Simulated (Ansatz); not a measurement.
**Scaling over cards: PBEsol Γ phonons (DFPT) and dielectric tensor, RbLuO2 (R-3m)**

Program: Ansatz 0.2.0. No other job shared the machine, and each run was timed once from launch to exit. Hardware: a node with four NVIDIA GB200 cards and 144 Grace (Neoverse V2) cores. Times and memory are rounded to two significant figures, and ratios are formed from the unrounded values. A row is a single run, so small differences between rows aren't established. System services beside the runs took up to 5 cores (rounded up). Runs with a thread on every core shared the cores with them. Precision is the program's default, which can work at lower precision in parts of a run. Card memory is the largest of readings taken every 0.4 s, so short peaks can be missed, and it isn't given for runs under about 3 s. It shows what a run took, which needn't be the least that it can run in: the program holds more work at once where threads and free memory allow.

Commands are shown without the flags for output files and display.

The PAW files were made with PBE. For this functional the program regenerates the frozen cores at set-up.

```
atoms                                                              : 4
valence electrons                                                  : 46
cell volume                                                        : 63.94 Å³
cutoff (chosen by the program)                                     : 420 eV
k mesh                                                             : 9×9×9
k points solved (first SCF)                                        : 205
symmetry operations used (translations within a supercell counted) : 2
plane waves at Γ                                                   : 1245
dense FFT grid                                                     : 48×48×48
bands at the start                                                 : 28
spin                                                               : none
first density                                                      : atoms corrected by the program's trained network
```

Input:

```yaml
crystal:
  lattice:
    - [1.688485, 0.974847, 6.474312]
    - [-1.688485, 0.974847, 6.474312]
    - [0.000000, -1.949694, 6.474312]
  atoms:
    - { symbol: Rb, position: [0.000000, 0.000000, 0.000000] }
    - { symbol: Lu, position: [0.500000, 0.500000, 0.500000] }
    - { symbol: O, position: [0.776076, 0.776076, 0.776076] }
    - { symbol: O, position: [0.223924, 0.223924, 0.223924] }
kpoints:
  mp_grid: { grid: [9, 9, 9] }
hamiltonian:
  xc: pbesol
scf:
  occupations: { method: fixed }
phonons: { method: dfpt, qpoints: [[0, 0, 0]], dielectric: true, rigid_motions: translations }
```

The log of this input tells: second SCF on 10×10×10 for the field. «second SCF on a mesh for the field»: the dielectric response was solved on a mesh of its own, after an SCF there, with bands and a solver of its own, whose iterations are counted.

Commands:

```bash
ansatz run input.yaml --backend cuda --devices 1
ansatz run input.yaml --backend cuda --devices 2
ansatz run input.yaml --backend cuda --devices 4
```

| cards | wall time | speed-up | efficiency | SCF clock | outside it | speed-up on the SCF clock | CPU time | SCF iterations | fullest card (GiB) | threads | the cards share | remarks |
| --- | --- | --- | --- | --- | --- | --- | --- | --- | --- | --- | --- | --- |
| 1 | 13 s | 1.0 | 100 % | 11 s | 1.4 s | 1.0 | 6.6 min | 16 | 20 | 72 |  | response on pairs of k points |
| 2 | 12 s | 1.0 | 51 % | 9.9 s | 2.4 s | 1.1 | 5.9 min | 16 | 14 | 2×72 | k points | response on pairs of k points |

The SCF clock is the program's own. It runs from the start of the first SCF loop to the final result and holds forces, stress, later SCFs and response steps. Outside it lie start-up, exit and the set-up ahead of the first loop, which depends on the cell and the method.

SCF iterations are those that the program logged, summed over all steps and exchange cycles of a run; an SCF made in search of a lower state can go uncounted; response, GW and RPA loops aren't counted. The k points are those of the first SCF; band paths, strained cells and response steps solve further ones.

«response on pairs of k points»: this run solved the displacements by the route for a general q, with non-self-consistent passes ahead of it, and not by the zone-centre route, so it isn't the same work as a row without this remark. Threads written as a×b are a pools of b host workers, as the log lists them; the log's own count of threads can differ.

Speed-up and efficiency count from the run on 1 card. What limits the scaling wasn't traced. The host workers change with the cards, so the speed-up needn't be that of the cards alone.

The time outside the SCF clock grows with the cards, from 1.4 s on 1 card to 2.4 s on 2 cards, while the SCF clock goes from 11 s to 9.9 s.

Question: What is the wall time on 4 cards?

Answer: It took 13 s, a speed-up of 0.95 and an efficiency of 24 %, with 4.5 min of CPU time. Of the wall time 8.9 s is on the SCF clock and 4.3 s outside. The cards share k points, with 4 pools of 36 host workers by the log's list (its own count of threads can differ). Remarks: response on pairs of k points. The time outside the SCF clock takes 33 % of this run and doesn't shrink with the cards; on the SCF clock alone the speed-up is 1.3. A larger job can scale differently.
